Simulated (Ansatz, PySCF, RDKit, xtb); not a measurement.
# GeSi2HF+: from the formula to a structure

Given the formula GeSi2HF+ (charge +1, odd number of electrons) and nothing else, which arrangement of the atoms is the most stable in the gas at 298.15 K, and what are its properties?

The funnel: GFN2-xTB relaxations, single points with a density functional, relaxations at PBE0-D3(BJ)/def2-SVP, harmonic vibrations, and a last energy at a higher level. All values are calculated.

6 further runs of the same task are left out: 6 set aside as unsound or not needed.

**1. Candidates**

A program enumerates the bonding patterns with one Lewis structure each (two rings at most, one unusual centre or charged pair), with their diastereomers. O–O, O–halogen and N–halogen bonds and N–N–N chains are not drawn. That gives 11 candidates.

```
label                SMILES     spin
 c201  [F][Ge]1=[Si][SiH+]1  doublet
 c203      F[SiH][Ge]#[Si+]  doublet
 c250   [F][Ge]=[Si]=[SiH+]  doublet
 c269     F[Si+]=[Si]=[GeH]  doublet
 c500      F[SiH+][Si]#[Ge]  doublet
 c619    F[Si]1=[Ge][SiH+]1  doublet
 c634  F[Si@@H]1[Si+]=[Ge]1  doublet
 c710    F[Si]1[Si+]=[GeH]1  doublet
 c805    [F][GeH][Si]#[Si+]  doublet
 c871     F[Si]=[Ge]=[SiH+]  doublet
 c948  [F][GeH]1[Si]=[Si+]1  doublet
```

Candidates are built by distance geometry, with a force field where one applies, in up to four conformers (letters a to d). 6 starts with atoms placed at random are added, to find patterns that the rules miss.

**Question.** With final energies at CCSD(T)/def2-SVP, which structure will this search put lowest in free energy, and by what margin?

| quantity | value |
| --- | --- |
| lowest structure found | F[Si]1=[Ge][SiH+]1, doublet, Cs |
| next finalist | [F][SiH][Si][Ge] ‡, doublet, 4.5 kcal/mol higher in G |
| share at equilibrium, among the finalists | 99.9 % |
| harmonic wavenumbers, lowest and highest (PBE0-D3(BJ)/def2-SVP) | 139 and 2255 cm⁻¹ |
| rotational constants, same geometry | 0.1531, 0.06335, 0.04481 cm⁻¹ |
| HOMO energy (highest over α and β) (PBE0/def2-TZVPD) | -12.26 eV |
| LUMO energy (lowest over α and β) (PBE0/def2-TZVPD) | -9.53 eV |
| lowest excitation (TD-CAM-B3LYP/def2-SVPD) | 0.93 eV (f = 0.000) |
| vertical ionisation energy (to the singlet ion of charge +2) | 14.31 eV |
| vertical recombination energy (electron added) | 7.67 eV |
| vertical quartet less doublet | +2.60 eV |

`F[Si]1=[Ge][SiH+]1` comes out lowest. The margin of 4.5 kcal/mol over the next finalist is beyond the usual error of the last level; it says nothing of structures that weren't ranked. PBE0-D3(BJ)/def2-SVP and MP2/def2-SVP already put its bonding pattern lowest among the structures in one piece; r2SCAN-D4/def2-SVP favours the doublet [F][Si]1[Si][GeH]1 ‡; HF/def2-SVP favours the doublet F[SiH+][Si]#[Ge]. A large T1 diagnostic among the finalists warns that one reference determinant may not suffice. It concerns: the finalist [F][SiH][Si][Ge] ‡ (doublet). One minimum inside the window was never screened. The stability test raises a flag; for an open shell a flag towards a general spinor solution can be the free rotation of the spin. The search is not exhaustive (a finite list of starts, one conformer a finalist), so a lower isomer can't be ruled out.

‡ marks the bonded skeleton alone, with all bonds drawn single: no Lewis structure was assigned that passes a check against the bond lengths.
